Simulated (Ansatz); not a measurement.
Input of an Ansatz 0.2.0 run:

The input input.yaml:

```yaml
crystal:
  lattice:
    - [0.0, 3.861219, 3.861219]
    - [3.861219, 0.0, 3.861219]
    - [3.861219, 3.861219, 0.0]
  atoms:
    - { symbol: Te, position: [0.5, 0.5, 0.5] }
    - { symbol: Te, position: [0.75, 0.75, 0.75] }
    - { symbol: Te, position: [0.25, 0.25, 0.25] }
    - { symbol: Sn, position: [0.0, 0.0, 0.0] }
kpoints:
  mp_grid: { grid: [4, 4, 4] }
scf:
  occupations: { method: fermi_dirac, width: 0.03 }
hamiltonian:
  xc: pbesol
  pseudopotentials: { kind: all_electron, lapw: { basis_error: 0.002 } }
output:
  forces: true
  stress: true
  eigenvalues: true
```

Potentials or basis: all-electron LAPW, scalar-relativistic.

Run with:

```sh
$ ansatz run input.yaml --threads 2 --pin off --max-ram 8192MiB --backend cpu --events-out ev --progress --plain --runs-dir out
```

(1) Predict the band gap on the k mesh.

(2) What does it give for the pressure?

Results:

(1) none (metal or under the smearing width).

(2) -2.6 GPa.
